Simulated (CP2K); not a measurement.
# PBE/DZVP-MOLOPT-SR-GTH (core potential) run of Cu2 (SMILES [Cu][Cu])

What is the energy change on altering one bond length of Cu2 at PBE/DZVP-MOLOPT-SR-GTH (core potential)? 

The results are computed with CP2K 2026.2.

4 further runs of the same task are left out: 3 that didn't finish, 1 set aside as unsound or not needed.

**1. The molecule**

The species is Cu2 (2 atoms), meant as a singlet with charge 0. SMILES: `[Cu][Cu]`. Geometry: the measured bond length.

Bond lengths: Cu1–Cu2 2.220 Å.

**2. A single-point energy at PBE/DZVP-MOLOPT-SR-GTH (core potential)**

Contents of run.inp:

```
&GLOBAL
    PROJECT_NAME run
    RUN_TYPE ENERGY
    PRINT_LEVEL MEDIUM
&END GLOBAL

&FORCE_EVAL
    METHOD QUICKSTEP
    &DFT
        BASIS_SET_FILE_NAME BASIS_MOLOPT
        POTENTIAL_FILE_NAME GTH_POTENTIALS
        CHARGE 0
        MULTIPLICITY 1
        &QS
            METHOD GPW
            EPS_DEFAULT 1.0E-10
        &END QS
        &MGRID
            CUTOFF 400
            REL_CUTOFF 50
            NGRIDS 4
        &END MGRID
        &POISSON
            PERIODIC NONE
            POISSON_SOLVER MULTIPOLE
        &END POISSON
        &SCF
            SCF_GUESS ATOMIC
            EPS_SCF 1.0E-06
            MAX_SCF 40
            &OT ON
                MINIMIZER DIIS
                PRECONDITIONER FULL_ALL
            &END OT
            &OUTER_SCF
                EPS_SCF 1.0E-06
                MAX_SCF 10
            &END OUTER_SCF
        &END SCF
        &XC
            &XC_FUNCTIONAL PBE
            &END XC_FUNCTIONAL
        &END XC
        &PRINT
            &MOMENTS
                PERIODIC F
                REFERENCE COM
                MAX_MOMENT 1
            &END MOMENTS
            &MO_CUBES
                NLUMO 5
                NHOMO -1
                WRITE_CUBE F
            &END MO_CUBES
            &HIRSHFELD OFF
            &END HIRSHFELD
        &END PRINT
    &END DFT
    &SUBSYS
        &CELL
            ABC [angstrom] 7 7 9.2
            PERIODIC NONE
        &END CELL
        &COORD
            UNIT bohr
            Cu     0.0000000     0.0000000     0.0000000
            Cu     0.0000000     0.0000000     4.1946251
        &END COORD
        &TOPOLOGY
            &CENTER_COORDINATES
            &END CENTER_COORDINATES
        &END TOPOLOGY
        &KIND Cu
            BASIS_SET DZVP-MOLOPT-SR-GTH-q11
            POTENTIAL GTH-PBE-q11
        &END KIND
    &END SUBSYS
&END FORCE_EVAL
```

The run is started by

```
OMP_NUM_THREADS=1 cp2k.psmp -i run.inp -o run.out
```

What it wrote, shortened:

```text
CP2K| version string:                                       CP2K version 2026.2
[...]
 GLOBAL| Method name                                                        CP2K
[...]
 GLOBAL| Run type                                                         ENERGY
[...]
 DFT| Spin restricted Kohn-Sham (RKS) calculation                            RKS
 DFT| Multiplicity                                                             1
[...]
 DFT| Charge                                                                   0
[...]
 FUNCTIONAL| PBE:
 QS| Method:                                                                 GPW
[...]
 QS| Density cutoff [a.u.]:                                                200.0
[...]
 QS| Relative density cutoff [a.u.]:                                        25.0
[...]
                             - Atoms:                                          2
[...]
                             - Spherical basis functions:                     50
[...]
 Number of electrons:                                                         22
[...]
     1 OT DIIS     0.15E+00    0.6     0.13249035       -95.7922794434 -9.58E+01
[...]
    24 OT DIIS     0.15E+00    0.6     0.00000049       -96.0822659099 -1.92E-10
  *** SCF run converged in    24 steps ***
[...]
  Overlap energy of the core charge distribution:               0.00000063160311
  Self energy of the core charge distribution:               -128.80554643260098
  Core Hamiltonian energy:                                     43.87917755279075
  Hartree energy:                                               4.30763661825815
  Exchange-correlation energy:                                -15.46353427995876
  Total energy:                                               -96.08226590990770
[...]
                     Mulliken Population Analysis
 #  Atom  Element  Kind  Atomic population                           Net charge
       1     Cu       1         11.000000                             -0.000000
       2     Cu       1         11.000000                              0.000000
 # Total charge                             22.000000                 -0.000000
[...]
  Dipole moment [Debye]
    X=  0.1392898E-06 Y= -0.1145848E-04 Z=  0.4391699E-05  Total=      0.0000123
[...]
 HOMO - LUMO gap [eV] :    1.600451
 ENERGY| Total FORCE_EVAL ( QS ) energy [hartree]            -96.082265909907704
[...]
```

Run time: 18 s. Hardware: 1 thread of AMD EPYC 7R43 (Zen 3), shared host; peak memory 0.51 GiB.

**3. The distorted shape, same level**

Contents of gas.inp:

```
&GLOBAL
  PROJECT_NAME gas
  RUN_TYPE ENERGY
  PRINT_LEVEL MEDIUM
&END GLOBAL

&FORCE_EVAL
  METHOD QUICKSTEP
  &DFT
    BASIS_SET_FILE_NAME BASIS_MOLOPT
    POTENTIAL_FILE_NAME GTH_POTENTIALS
    &QS
      METHOD GPW
      EPS_DEFAULT 1.0E-10
    &END QS
    &MGRID
      CUTOFF 400
      REL_CUTOFF 50
      NGRIDS 4
    &END MGRID
    &POISSON
      PERIODIC NONE
      POISSON_SOLVER MULTIPOLE
    &END POISSON
    &SCF
      SCF_GUESS ATOMIC
      EPS_SCF 1.0E-06
      MAX_SCF 50
      &OT
        MINIMIZER DIIS
        PRECONDITIONER FULL_ALL
      &END OT
      &OUTER_SCF
        EPS_SCF 1.0E-06
        MAX_SCF 10
      &END OUTER_SCF
    &END SCF
    &XC
      &XC_FUNCTIONAL PBE
      &END XC_FUNCTIONAL
    &END XC
    &PRINT
      &MOMENTS
        PERIODIC F
        REFERENCE COM
        MAX_MOMENT 1
      &END MOMENTS
      &MO_CUBES
        NLUMO 1
        NHOMO -1
        WRITE_CUBE F
      &END MO_CUBES
      &HIRSHFELD OFF
      &END HIRSHFELD
    &END PRINT
  &END DFT
  &SUBSYS
    &CELL
      ABC 7 7 11
      PERIODIC NONE
    &END CELL
    &COORD
      Cu     3.500000     3.500000     3.502250
      Cu     3.500000     3.500000     7.497750
    &END COORD
    &KIND Cu
      BASIS_SET DZVP-MOLOPT-SR-GTH-q11
      POTENTIAL GTH-PBE-q11
    &END KIND
  &END SUBSYS
&END FORCE_EVAL
```

The run is started by

```
OMP_NUM_THREADS=1 cp2k.psmp -i gas.inp -o gas.out
```

What it wrote, shortened:

```text
CP2K| version string:                                       CP2K version 2026.2
[...]
 GLOBAL| Method name                                                        CP2K
[...]
 GLOBAL| Run type                                                         ENERGY
[...]
 DFT| Spin restricted Kohn-Sham (RKS) calculation                            RKS
 DFT| Multiplicity                                                             1
[...]
 DFT| Charge                                                                   0
[...]
 FUNCTIONAL| PBE:
 QS| Method:                                                                 GPW
[...]
 QS| Density cutoff [a.u.]:                                                200.0
[...]
 QS| Relative density cutoff [a.u.]:                                        25.0
[...]
                             - Atoms:                                          2
[...]
                             - Spherical basis functions:                     50
[...]
 Number of electrons:                                                         22
[...]
     1 OT DIIS     0.15E+00    0.7     0.08860390       -95.8395191218 -9.58E+01
[...]
    17 OT DIIS     0.15E+00    0.7     0.00000075       -96.0081235850 -2.43E-10
  *** SCF run converged in    17 steps ***
[...]
  Overlap energy of the core charge distribution:               0.00000000000000
  Self energy of the core charge distribution:               -128.80554643260098
  Core Hamiltonian energy:                                     43.95353713523580
  Hartree energy:                                               4.26691447915725
  Exchange-correlation energy:                                -15.42302876674811
  Total energy:                                               -96.00812358495604
[...]
                     Mulliken Population Analysis
 #  Atom  Element  Kind  Atomic population                           Net charge
       1     Cu       1         11.000000                             -0.000000
       2     Cu       1         11.000000                              0.000000
 # Total charge                             22.000000                  0.000000
[...]
  Dipole moment [Debye]
    X= -0.3566922E-05 Y=  0.1876228E-05 Z=  0.4839691E-05  Total=      0.0000063
[...]
 HOMO - LUMO gap [eV] :    0.626972
 ENERGY| Total FORCE_EVAL ( QS ) energy [hartree]            -96.008123584956039
[...]
```

Wall time 15 s (1 thread of AMD EPYC 7R43 (Zen 3), shared host); peak memory 0.56 GiB.

**4. Results**

At PBE/DZVP-MOLOPT-SR-GTH (core potential):

```
                                                           quantity         value
                                          first shape: total energy  -96.08227 Eh
                                         first shape: dipole moment        0.00 D
                                           first shape: HOMO energy      -4.54 eV
                                           first shape: LUMO energy      -2.94 eV
                                         first shape: HOMO–LUMO gap       1.60 eV
                                      distorted shape: total energy  -96.00812 Eh
                                     distorted shape: dipole moment        0.00 D
                                       distorted shape: HOMO energy      -4.75 eV
                                       distorted shape: LUMO energy      -4.12 eV
                                     distorted shape: HOMO–LUMO gap       0.63 eV
energy change with the Cu1–Cu2 bond stretched from 2.220 to 3.995 Å      2.018 eV
```

One bond (distorted shape) is far stretched, which a spin-restricted single reference describes badly; a broken-symmetry solution may lie lower. With the Cu1–Cu2 bond stretched from 2.220 to 3.995 Å the energy rises by 2.02 eV (47 kcal/mol). The first shape isn't relaxed at this level, so the change isn't measured from a minimum. A restricted reference can't describe the breaking bond well at this length.
